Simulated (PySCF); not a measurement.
**CsS with other numerical set-ups**

Which parts of the numerical set-up matter for CsS? Each run edits the base script.

Computed with PySCF 2.14.0. Level: each script names its method and basis.

8 further runs of the same task are left out: 1 for a known fault of the program, 7 that didn't finish.

### Step 1. The starting structure

CsS: 2 atoms, charge 0, spin multiplicity 2.

Bond lengths: Cs1–S2 3.115 Å.

### Step 2. Base script

The input, input.py:

```python
from pyscf import gto, scf
from pyscf.geomopt.geometric_solver import optimize

mol = gto.M(
    atom='Cs 0 0 0; S 0 0 3.115',
    basis='def2-svpd',
    ecp={'Cs': 'def2-svpd'},
    charge=0,
    spin=1,
    verbose=4,
)
mf = scf.UHF(mol)
mf.kernel()
mol_eq = optimize(mf, maxsteps=30)
print('optimised geometry (angstrom)')
print(mol_eq.tostring('raw'))
print('orbital energies (hartree):', [e[max(0, n-3):n+3].round(4) for e, n in zip(mf.mo_energy, mol.nelec)])
```

On the command line:

```sh
$ OMP_NUM_THREADS=1 python input.py
```

The log of this run is left out.

In short: at the starting geometry E(SCF) = -417.289374 Eh, 10 cycles, ⟨S²⟩ = 0.759, optimised bond 3.238 Å in 5 steps; the optimisation lowers the energy by 0.027 eV.

### Step 3. Cartesian functions on

Run 1 changes Cartesian functions: off → on.

The input, input.py:

```python
from pyscf import gto, scf
from pyscf.geomopt.geometric_solver import optimize

mol = gto.M(
    atom='Cs 0 0 0; S 0 0 3.115',
    basis='def2-svpd',
    ecp={'Cs': 'def2-svpd'},
    charge=0,
    spin=1,
    cart=True,
    verbose=4,
)
mf = scf.UHF(mol)
mf.kernel()
mol_eq = optimize(mf, maxsteps=30)
print('optimised geometry (angstrom)')
print(mol_eq.tostring('raw'))
print('orbital energies (hartree):', [e[max(0, n-3):n+3].round(4) for e, n in zip(mf.mo_energy, mol.nelec)])
```

On the command line:

```sh
$ OMP_NUM_THREADS=1 python input.py
```

### Step 4. Density fitting weigend

Run 2 changes density fitting: none → weigend.

input.py, as its differences from that of step 2:

```diff
@@ -12,2 +12,3 @@
 mf = scf.UHF(mol)
+mf = mf.density_fit(auxbasis='weigend')
 mf.kernel()
```

### Step 5. Density fitting def2-universal-jkfit

Run 3 changes density fitting: none → def2-universal-jkfit.

input.py, as its differences from that of step 2:

```diff
@@ -12,2 +12,3 @@
 mf = scf.UHF(mol)
+mf = mf.density_fit(auxbasis='def2-universal-jkfit')
 mf.kernel()
```

### Step 6. Def2-tzvpp

Run 4 changes basis set: def2-svpd → def2-tzvpp.

input.py, as its differences from that of step 2:

```diff
@@ -5,4 +5,4 @@
     atom='Cs 0 0 0; S 0 0 3.115',
-    basis='def2-svpd',
-    ecp={'Cs': 'def2-svpd'},
+    basis='def2-tzvpp',
+    ecp={'Cs': 'def2-tzvpp'},
     charge=0,
```

What does the calculation give? Wanted: for each run, E(SCF); from base; gap, α spin; after the SCF.

The runs gave:

```
                                 run  E(SCF) (hartree)  from base (eV)  cycles  gap, α spin (eV)  functions            after the SCF
                                base       -417.289374               0      10              7.13         54  bond 3.238 Å, -0.027 eV
              Cartesian functions on       -417.294600         -0.1422      10              7.13         58  bond 3.238 Å, -0.027 eV
             density fitting weigend       -414.855099        +66.2400      10              7.07         54  bond 3.043 Å, -0.012 eV
density fitting def2-universal-jkfit       -417.289346         +0.0008      10              7.13         54  bond 3.238 Å, -0.027 eV
                          def2-tzvpp       -417.418681         -3.5186      11              7.13         78  bond 3.178 Å, -0.007 eV
```

SCF columns refer to the geometry typed in the script.

In words: The largest comparable shift of the SCF energy, +66.240 eV, comes with the run “density fitting weigend”. def2-tzvpp (78 functions) gives an energy 3.52 eV lower than def2-svpd (54).
